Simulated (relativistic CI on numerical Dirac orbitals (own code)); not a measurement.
**Ta XXIX (Ta²⁸⁺): levels and lines, part 1 of 2**

The task is the spectrum of Ta²⁸⁺: levels, purity of their labels, lifetimes and lines; runs with one setting changed show what the result hangs on.

Method: Dirac-Coulomb-Breit CI, KLI orbitals optimised for each configuration, model QED (radiative potential, 1s self-energy scaled to tabulated hydrogen-like ionisation energies). Code: relativistic CI on numerical Dirac orbitals (own code) version 4.

## 1. The system

* ion: Ta²⁸⁺ (Ta XXIX)
* nuclear charge: 73
* electrons: 45
* isotope: A = 181
* first configuration typed: [Kr] 4d9

Outer shells as boxes (Hund's rule):

first configuration typed
```
[Kr] core
4d [↑↓][↑↓][↑↓][↑↓][↑ ]
```

## 2. CI with the chosen configurations

Settings of the run:

```ini
atom Ta  Z=73  charge=28  electrons=45
nucleus A=181  rms_radius_fm=5.3507
hamiltonian dirac-coulomb  breit=on  qed=on  c_scale=1
orbitals kli  potential=per-configuration
slater_scale 1
correlation none
mixing on
configurations
  [Kr] 4d9
  [Ar] 3d10 4s2 4p5 4d10
  [Kr] 4d8 4f
  [Ar] 3d10 4s 4p6 4d10
  [Ar] 3d10 4s2 4p5 4d9 4f
  [Ar] 3d10 4s 4p6 4d9 4f
  [Kr] 4d8 5s
  [Kr] 4d8 5p
  [Kr] 4d7 4f 5s
  [Kr] 4d8 5d
  [Ar] 3d10 4s2 4p5 4d9 5s
  [Kr] 4d7 5s2
  [Kr] 4d6 4f 5s2
  [Ar] 3d10 4s2 4p5 4d7 4f 5s2
  [Ar] 3d10 4s 4p6 4d7 4f 5s2
end
```

On the command line:

```
python run_levels.py task.json out
```

task.json lists these runs, among others, and the program works through them in turn.

Main fields of the result record, rounded:

```text
{
  "status": "converged",
  "levels [i, E_cm, J2, conf, term, w_term, jj, w_jj, g, tau_s, A_per_gI_MHz, B_per_Q_MHz]": [
    [0, 0, 5, "4s2 4p6 4d9", "2D", 0.9963, "4d5/2^5", 0.9963, 1.197, "-", 8792, -1.847e+04],
    [1, 122876.79, 3, "4s2 4p6 4d9", "2D", 0.9967, "4d3/2^3 4d5/2^6", 0.9967, 0.7957, 3.345e-05, 2.235e+04, -1.526e+04],
    [2, 1411109.9, 3, "4s2 4p5 4d10", "2P*", 0.7581, "4p3/2^3", 0.7581, 1.338, 2.392e-11, 3.865e+04, -7.273e+04],
    [3, 1500483.3, 5, "4s2 4p6 4d8 4f", "4F*", 0.3359, "4d5/2^4 4f5/2", 0.9751, 1.139, 4.482e-09, 8044, -1.403e+04],
    [4, 1506543.4, 7, "4s2 4p6 4d8 4f", "4F*", 0.5472, "4d5/2^4 4f5/2", 0.7998, 1.222, 2.777e-09, 6633, -1.207e+04],
    [5, 1516034.8, 3, "4s2 4p6 4d8 4f", "4D*", 0.3032, "4d5/2^4 4f5/2", 0.8482, 1.322, 2.448e-10, 1.319e+04, -8836],
    [6, 1527380.7, 9, "4s2 4p6 4d8 4f", "4F*", 0.5749, "4d5/2^4 4f5/2", 0.5099, 1.243, 4.94e-05, 5771, -9574],
    [7, 1530162.4, 5, "4s2 4p6 4d8 4f", "2F*", 0.3527, "4d5/2^4 4f5/2", 0.7662, 1.169, 3.446e-10, 6477, -4335],
    [8, 1535057.1, 13, "4s2 4p6 4d8 4f", "4I*", 0.4062, "4d5/2^4 4f5/2", 0.9593, 1.087, "-", 6956, -8747],
    [9, 1545187.9, 1, "4s2 4p6 4d8 4f", "2P*", 0.4895, "4d5/2^4 4f7/2", 0.9685, 1.2, 6.617e-10, 2.665e+04, "-"],
    [10, 1545731.9, 11, "4s2 4p6 4d8 4f", "4H*", 0.4492, "4d5/2^4 4f5/2", 0.8077, 1.139, 0.01941, 6908, -6735],
    [11, 1546716.6, 15, "4s2 4p6 4d8 4f", "4I*", 0.8774, "4d5/2^4 4f7/2", 0.9888, 1.181, 0.043, 5693, -7565],
    [12, 1550990.4, 7, "4s2 4p6 4d8 4f", "4D*", 0.4548, "4d5/2^4 4f5/2", 0.4655, 1.242, 3.981e-09, 5466, 3501],
    [13, 1558441.2, 9, "4s2 4p6 4d8 4f", "2G*", 0.4467, "4d5/2^4 4f7/2", 0.5063, 1.07, 3.651e-05, 6208, -5755],
    [14, 1559484.3, 3, "4s2 4p6 4d8 4f", "2D*", 0.4121, "4d5/2^4 4f5/2", 0.6783, 1.031, 1.329e-10, 7139, -2818],
    [15, 1561470.6, 13, "4s2 4p6 4d8 4f", "4H*", 0.6877, "4d5/2^4 4f7/2", 0.9527, 1.175, 0.009045, 5804, -4595],
    [16, 1581055.4, 9, "4s2 4p6 4d8 4f", "2H*", 0.282, "4d5/2^4 4f5/2", 0.813, 1.028, 0.002042, 6782, 8225],
    [17, 1581567.9, 7, "4s2 4p6 4d8 4f", "2G*", 0.4263, "4d5/2^4 4f7/2", 0.4727, 0.978, 7.443e-10, 5792, 3549],
    [18, 1582593.2, 11, "4s2 4p6 4d8 4f", "4G*", 0.4004, "4d5/2^4 4f7/2", 0.7988, 1.136, 0.000683, 5637, -347.9],
    [19, 1588394.4, 1, "4s2 4p6 4d8 4f", "2P*", 0.5044, "4d5/2^4 4f5/2", 0.932, 0.4901, 8.861e-10, 2796, "-"],
    [20, 1601053.4, 5, "4s2 4p6 4d8 4f", "4P*", 0.2851, "4d5/2^4 4f7/2", 0.6091, 1.171, 8.023e-10, 4133, 2964],
    [21, 1604418.1, 3, "4s2 4p6 4d8 4f", "2P*", 0.3237, "4d5/2^4 4f7/2", 0.3904, 1.257, 4.354e-11, 1.075e+04, -7588],
    [22, 1607636.4, 9, "4s2 4p6 4d8 4f", "2G*", 0.3626, "4d5/2^4 4f7/2", 0.8239, 1.098, 0.0004714, 5480, 7847],
    [23, 1610683.2, 3, "4s2 4p6 4d8 4f", "4F*", 0.7145, "4d3/2^3 4d5/2^5 4f5/2", 0.8366, 0.5337, 6.868e-10, 1.58e+04, -1.004e+04],
    [24, 1617348.5, 7, "4s2 4p6 4d8 4f", "4G*", 0.5186, "4d3/2^3 4d5/2^5 4f5/2", 0.4973, 1.021, 2.97e-11, 5711, -1.439e+04],
    "... 175 more rows left out ..."
  ],
  "lines, the strongest and those to the lowest levels [upper, lower, type, S_au, A_per_s, branching]": [
    [1, 0, "M1", 2.388, 2.988e+04, 0.9995],
    [6, 0, "M2", 0.0002158, 2.009e+04, 0.9926],
    [13, 0, "M2", 0.0002641, 2.719e+04, 0.9927],
    [22, 0, "M2", 5.081e-06, 611.1, 0.288],
    [33, 0, "M2", 2.337e-05, 3223, 0.1016],
    [36, 0, "M2", 3.209e-05, 4613, 0.1849],
    [43, 0, "M2", 1.495e-05, 2271, 0.1065],
    [79, 0, "E1", 1.95, 5.343e+12, 0.999],
    [80, 0, "E1", 1.342, 5.545e+12, 0.9996],
    [81, 0, "E1", 2.586, 5.432e+12, 1],
    [82, 1, "E1", 1.294, 5.187e+12, 0.9993],
    [83, 1, "E1", 1.957, 5.444e+12, 0.9987],
    [84, 1, "E1", 0.5995, 6.278e+12, 1],
    [101, 11, "E1", 0.6508, 2.41e+11, 0.7763],
    [102, 8, "E1", 0.5607, 2.455e+11, 0.7686],
    [110, 18, "E1", 0.5161, 2.663e+11, 0.5867],
    [111, 16, "E1", 0.5317, 3.377e+11, 0.572],
    [126, 10, "E1", 1.083, 8.269e+11, 0.7186],
    [127, 8, "E1", 1.252, 8.136e+11, 0.7855],
    [128, 11, "E1", 1.621, 9.063e+11, 0.7969],
    [131, 15, "E1", 1.13, 7.316e+11, 0.643],
    [140, 18, "E1", 0.5304, 4.192e+11, 0.4286],
    [154, 37, "E1", 0.6749, 4.109e+11, 0.3751],
    [156, 45, "E1", 0.5843, 4.193e+11, 0.4309],
    [157, 40, "E1", 0.7376, 4.525e+11, 0.4738],
    [161, 47, "E1", 0.9691, 4.996e+11, 0.4775],
    [167, 56, "E1", 0.4794, 3.401e+11, 0.3516],
    [174, 62, "E1", 0.6958, 4.068e+11, 0.427],
    [177, 0, "E1", 0.04586, 5.505e+11, 0.9728],
    [179, 63, "E1", 0.5753, 4.16e+11, 0.409],
    [184, 0, "E1", 0.09372, 8.6e+11, 0.9831],
    [188, 0, "E1", 0.07359, 7.104e+11, 0.9224],
    [189, 0, "E1", 0.07195, 9.294e+11, 0.9327],
    [190, 0, "E1", 0.06621, 8.67e+11, 0.9288],
    [193, 0, "E1", 0.05864, 1.164e+12, 0.9194],
    [195, 1, "E1", 0.06372, 1.145e+12, 0.8917]
  ],
  "n_levels_all": 2742,
  "total_energy [Ha]": -15221.167484,
  "configurations [conf, odd, states, E_av_cm, breit_Ha, qed_Ha, corr_Ha]": [
    ["4s2 4p6 4d9", 0, 10, 62125.1, 16.33, 11.11, "-"],
    ["4s2 4p5 4d10", 1, 6, 1.74259e+06, 16.3, 11.11, "-"],
    ["4s2 4p6 4d8 4f", 1, 630, 1.69376e+06, 16.31, 11.11, "-"],
    ["4s 4p6 4d10", 0, 2, 2.99196e+06, 16.31, 11.07, "-"],
    ["4s2 4p5 4d9 4f", 0, 840, 3.35542e+06, 16.28, 11.11, "-"],
    ["4s 4p6 4d9 4f", 1, 280, 4.60714e+06, 16.29, 11.07, "-"],
    ["4s2 4p6 4d8 5s", 0, 90, 2.9194e+06, 16.33, 11.13, "-"],
    ["4s2 4p6 4d8 5p", 1, 270, 3.4148e+06, 16.33, 11.12, "-"],
    ["4s2 4p6 4d7 4f 5s", 1, 3360, 4.55217e+06, 16.31, 11.13, "-"],
    ["4s2 4p6 4d8 5d", 0, 450, 4.07805e+06, 16.32, 11.12, "-"],
    ["4s2 4p5 4d9 5s", 1, 120, 4.58906e+06, 16.3, 11.13, "-"],
    ["4s2 4p6 4d7 5s2", 0, 120, 5.8487e+06, 16.33, 11.15, "-"],
    ["4s2 4p6 4d6 4f 5s2", 1, 2940, 7.48222e+06, 16.31, 11.15, "-"],
    ["4s2 4p5 4d7 4f 5s2", 0, 10080, 9.12191e+06, 16.27, 11.14, "-"],
    "... 1 more rows left out ..."
  ],
  "radial 4s2 4p6 4d9 [Ha, bohr]": {"<r^-3>(4d)": 146.75, "<r^1>(4d)": 0.45606, "<r^2>(4d)": 0.23788, "<r^4>(4d)": 0.083829, "zeta(4d)": 0.22201},
  "radial 4s2 4p5 4d10 [Ha, bohr]": {"<r^-3>(4p)": 991.15, "<r^1>(4p)": 0.44754, "<r^2>(4p)": 0.22676, "<r^4>(4p)": 0.073442, "zeta(4p)": 1.855},
  "ionisation_energy [eV]": 1110.13
}
```

Wall time 3.1 s (1 thread of Arm Neoverse N1, shared host).

The lowest levels, by name:

```csv
level,energy (eV),LS purity (%),jj purity (%),radiative lifetime (s)
4d9 2D5/2,0.00,100,100,-
4d9 2D3/2,15.23,100,100,3.3e-05
4p5 4d10 2P°3/2,174.96,76,76,2.4e-11
4d8 4f [4d5/2^4 4f5/2] J=5/2°,186.04,34,98,4.5e-09
4d8 4f [4d5/2^4 4f5/2] J=7/2°,186.79,55,80,2.8e-09
4d8 4f [4d5/2^4 4f5/2] J=3/2°,187.96,30,85,2.4e-10
4d8 4f 4F°9/2,189.37,57,51,4.9e-05
4d8 4f [4d5/2^4 4f5/2] J=5/2° (ii),189.72,35,77,3.4e-10
4d8 4f [4d5/2^4 4f5/2] J=13/2°,190.32,41,96,-
4d8 4f [4d5/2^4 4f7/2] J=1/2°,191.58,49,97,6.6e-10
4d8 4f [4d5/2^4 4f5/2] J=11/2°,191.65,45,81,0.019
4d8 4f 4I°15/2,191.77,88,99,0.043
4d8 4f 4D°7/2 + 2F°,192.30,45,47,4e-09
4d8 4f 2G°9/2 + 2H°,193.22,45,51,3.7e-05
```

Where the configurations lie:

```csv
configuration,levels among the lowest 60,parity,lowest (eV),highest (eV)
4d9,2,even,0.00,15.23
4p5 4d10,1,odd,174.96,174.96
4d8 4f,57,odd,186.04,217.54
```

Strongest E1 lines among the lowest 200 of 2742 levels, by gA:

```csv
upper,lower,wavelength (nm),A (1/s)
4d8 4f 2F°7/2 (vii),4d9 2D5/2,4.940,5.43e+12
4d8 4f 2F°5/2 (v),4d9 2D3/2,4.951,5.44e+12
4d8 4f 2D°5/2 (iv),4d9 2D5/2,4.977,5.34e+12
4d8 4f 2P°3/2 (iv),4d9 2D5/2,4.967,5.55e+12
4d8 4f 2D°3/2 (v),4d9 2D3/2,5.018,5.19e+12
4p5 4d9 4f 4H13/2 (ii),4d8 4f 4I°15/2,6.373,9.06e+11
4p5 4d10 2P°1/2,4d9 2D3/2,4.590,6.28e+12
4p5 4d9 4f [4p3/2^3 4d5/2^5 4f5/2] J=11/2 (ii),4d8 4f [4d5/2^4 4f5/2] J=13/2°,6.382,8.14e+11
4p5 4d9 4f [4p3/2^3 4d5/2^5 4f7/2] J=11/2 (iii),4d8 4f [4d5/2^4 4f7/2] J=13/2°,6.389,7.32e+11
4p5 4d9 4f [4p3/2^3 4d5/2^5 4f5/2] J=9/2 (iii),4d8 4f [4d5/2^4 4f5/2] J=11/2°,6.427,8.27e+11
```

(Continued in part 2 of 2.)
